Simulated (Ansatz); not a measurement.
# CH5ClSSn, SMILES [CH3][SnH]([SH])[Cl]: a polarisability from point charges

Computed with the Ansatz DFT code, driven from Python.

The script reads `ch5clssn.xyz`:
```text
9

C    -0.59050    1.11550   -0.34680
Sn   -0.16330   -0.75090    0.48890
S     2.19190   -0.88020    0.83460
Cl   -0.75160   -2.43890   -0.99870
H    -0.10280    1.27160   -1.34130
H    -1.73320    1.23980   -0.53160
H    -0.29860    1.96590    0.34310
H    -0.95750   -0.91980    2.00920
H     2.49400   -0.64930   -0.47450
```

The script, `ch5clssn_field.py`:
```python
"""Dipole of CH5ClSSn in the field of point charges."""

import ansatz as az
import numpy as np

molecule = az.Crystal.molecule_from_extxyz("ch5clssn.xyz")

calc = (
    molecule.calculation()
    .basis(gaussian="def2-SVP")
    .correlation("mp2")
    .forces()
)
# charges +q and -q at -R and +R make a nearly even field 2 k q / R^2 at the centre
centre = np.mean([site.position_ang for site in molecule.cartesian_sites], axis=0)
field = 2 * 14.399645 * 3.0 / 40.0 ** 2


def dipole(axis, sign):
    arm = 40.0 * np.eye(3)[axis]
    pair = [{"charge": sign * 3.0, "position_ang": (centre - arm).tolist()}, {"charge": -sign * 3.0, "position_ang": (centre + arm).tolist()}]
    deck = calc.input().set(az.key.basis.gaussian.point_charges, pair)
    return np.array(az.Session.from_dict(deck).plan().execute().report["charge_distribution"]["dipole_moment_e_ang"])


print(f"field {field:.4f} V/A")
alpha = np.array([(dipole(axis, 1) - dipole(axis, -1)) / (2 * field) * 14.399645 for axis in range(3)])
print("polarisability tensor (A^3)")
print(np.array2string(alpha, precision=3, suppress_small=True))
print(f"mean {np.trace(alpha) / 3:.3f} A^3 = {np.trace(alpha) / 3 / 0.14818471:.2f} bohr^3")
```

```console
$ python ch5clssn_field.py
field 0.0540 V/A
polarisability tensor (A^3)
[[10.907  0.051  0.517]
 [ 0.07   9.606  0.523]
 [ 0.504  0.503  9.262]]
mean 9.925 A^3 = 66.98 bohr^3
```

Notes:
- The geometry is a force-field or estimated start, not a minimum of this method, and the basis set is short of its limit. The field of two point charges is only nearly even.
- def2 sets replace the cores of elements past krypton by effective core potentials.
- Without diffuse functions polarisabilities are unreliable, as a rule too low, and they change with the bond lengths of this unrelaxed start.
- Hardware and time: 16 s on 1 thread of AMD EPYC 9R45 (Zen 5), on a shared host, peak memory 0.31 GiB.

(Lines on the test bed's own set-up are left out of the output.)
